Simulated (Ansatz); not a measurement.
Write a Python script for Ansatz 0.2.0, Python API that makes a ladder of methods at one geometry of H5SbSi, SMILES [SiH3][SbH2]. Level of theory (for the species named): revPBE, def2-SVP basis, multiplicity 1. The script varies functional: revpbe, pbe0, r2scan0, lc_wpbe, hse06.

```yaml
atoms:
  - { symbol: Si, position_ang: [-0.6154, -0.5947, -0.4099] }
  - { symbol: Sb, position_ang: [1.1385, 0.1062, 1.2058] }
  - { symbol: H, position_ang: [-1.9277, -0.8691, 0.3017] }
  - { symbol: H, position_ang: [-0.1537, -1.7165, -1.1906] }
  - { symbol: H, position_ang: [-0.9185, 0.5599, -1.3608] }
  - { symbol: H, position_ang: [0.3746, 1.6825, 1.4953] }
  - { symbol: H, position_ang: [2.1635, 0.7637, -0.0873] }
```

`methods.py`
```python
"""H5SbSi at several levels of theory."""

from dataclasses import dataclass
from pathlib import Path

import ansatz as az
import numpy as np


@dataclass(frozen=True)
class Settings:
    basis_set: str = "def2-SVP"


opts = Settings()

GEOMETRY = """
Si   -0.61540   -0.59470   -0.40990
Sb    1.13850    0.10620    1.20580
H    -1.92770   -0.86910    0.30170
H    -0.15370   -1.71650   -1.19060
H    -0.91850    0.55990   -1.36080
H     0.37460    1.68250    1.49530
H     2.16350    0.76370   -0.08730
"""


def main() -> None:
    h5sbsi = az.Crystal.molecule()
    for line in GEOMETRY.strip().splitlines():
        symbol, *xyz = line.split()
        h5sbsi = h5sbsi.atom(symbol, [float(v) for v in xyz])

    model = h5sbsi.calculation().basis(gaussian=opts.basis_set)

    print("functional    E (Ha)        dipole (D)   HOMO (eV)  LUMO (eV)")
    for name in ["revpbe", "pbe0", "r2scan0", "lc_wpbe", "hse06"]:
        report = model.functional(name).forces().orbitals().run(threads=1, runs_dir="runs").report
        lines = Path(report["orbitals_path"]).read_text().splitlines()
        field_of = lambda key: [line.split("=")[1].strip() for line in lines if line.startswith(key)]
        orbitals = [(27.211386 * float(e), s, float(n)) for e, s, n in zip(field_of("Ene="), field_of("Spin="), field_of("Occup="))]
        homo = max(e for e, _, n in orbitals if n > 0.5)
        lumo = min(e for e, _, n in orbitals if n < 0.5)
        dipole = 4.803205 * np.linalg.norm(report["charge_distribution"]["dipole_moment_e_ang"])
        print(f"{name:10s} {report['free_energy_ev'] / 27.211386246:14.6f} {dipole:9.3f} {homo:11.3f} {lumo:10.3f}")


if __name__ == "__main__":
    main()
```

`python methods.py` gives:
```text
functional    E (Ha)        dipole (D)   HOMO (eV)  LUMO (eV)
revpbe        -532.613468     0.404      -6.119     -1.106
pbe0          -532.505831     0.365      -7.154     -0.393
r2scan0       -532.657080     0.364      -7.327     -0.314
lc_wpbe       -532.567378     0.382      -9.585      1.742
hse06         -532.496728     0.362      -6.768     -0.767
```

What to keep in mind:
- Total energies depend on the basis set; only differences at equal settings carry meaning.
- The geometry is a force-field or estimated start, not a minimum of this method, and the basis set is short of its limit. A lower total doesn't mark the better method: functionals have no common bound, and MP2 and coupled cluster aren't variational.
- def2 sets replace the cores of elements past krypton by effective core potentials.
- Levels such as HOMO and LUMO are orbital energies: with these approximate functionals they aren't the ionisation energy and electron affinity, and their gap isn't the fundamental gap.
- hse06 follows the composition of plane-wave codes, whose totals differ by tens of mHa, up to about 0.1 Ha, from the form usual in Gaussian-basis programs (wpbeh).
- Wall time of the script: 11 s on 1 thread of Arm Neoverse V2, with other jobs on the host, peak memory 0.22 GiB.
